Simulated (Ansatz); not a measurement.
# Sn2TeO3: the cost of one run

Program: Ansatz 0.2.0. Level of theory: DFT PBE, scalar-relativistic, plane waves, PAW. These are calculated values, not measurements.

2 further runs of the same task are left out: 1 that didn't finish, 1 set aside as unsound or not needed.

## 1. The starting structure

Symmetry: P-4m2, No. 115, tetragonal system. Conventional cell: a = 3.621 Å, b = 3.621 Å, c = 8.045 Å, α = 90.00°, β = 90.00°, γ = 90.00°. Sn (site symmetry 2mm) is surrounded by 7 O at 2.75 to 2.87 Å and 2 Te at 2.77 Å. Te (site symmetry -4m2) has 4 O at 2.56 Å and 4 Sn at 2.77 Å as nearest neighbours. Around O (site symmetry 2mm) lie 5 Sn at 2.75 to 2.87 Å. Around O (site symmetry -4m2) lie 4 Te at 2.56 Å and 4 Sn at 2.77 Å.

Structure file:

```
CELL_PARAMETERS angstrom
3.62142 0.00000 0.00000
0.00000 3.62142 0.00000
0.00000 0.00000 8.04465
ATOMIC_POSITIONS crystal
Sn 0.50000 0.00000 0.73987
Sn 0.00000 0.50000 0.26013
Te 0.50000 0.50000 0.00000
O 0.50000 0.00000 0.38354
O 0.00000 0.50000 0.61646
O 0.00000 0.00000 0.00000
```

The cell is invented: species swapped into a database cell of Hf2GaSb3 (P-4m2, No. 115), with Sn on the Hf sites, Te on the Ga sites and O on the Sb sites. The dimensions are guesses.

## 2. Probe: one point on a coarse mesh

File input.yaml:

```yaml
crystal:
  lattice:
    - [3.62141797, 0.0, 0.0]
    - [0.0, 3.62141797, 0.0]
    - [0.0, 0.0, 8.04465319]
  atoms:
    - { symbol: Sn, position: [0.5, 0.0, 0.7398749] }
    - { symbol: Sn, position: [0.0, 0.5, 0.2601251] }
    - { symbol: Te, position: [0.5, 0.5, 0.0] }
    - { symbol: O, position: [0.5, 0.0, 0.38354135] }
    - { symbol: O, position: [0.0, 0.5, 0.61645865] }
    - { symbol: O, position: [0.0, 0.0, 0.0] }
basis:
  ecutwfc: 420
kpoints:
  mp_grid: { grid: [6, 6, 2] }
hamiltonian:
  xc: pbe
scf:
  occupations: { method: gaussian, width: 0.1 }
  lower_state_search: "off"
output:
  forces: true
  stress: true
  eigenvalues: true
```

Run with:

```console
ansatz run input.yaml --threads 1 --pin off --max-ram 2560MiB --backend cpu --events-out ev --progress --plain --runs-dir out
```

**Question.** How long does this run take on 1 thread of Intel Xeon Gold 6455B (Sapphire Rapids), shared host, and how much memory does it need?

About 4 s, with a peak of 0.39 GiB.
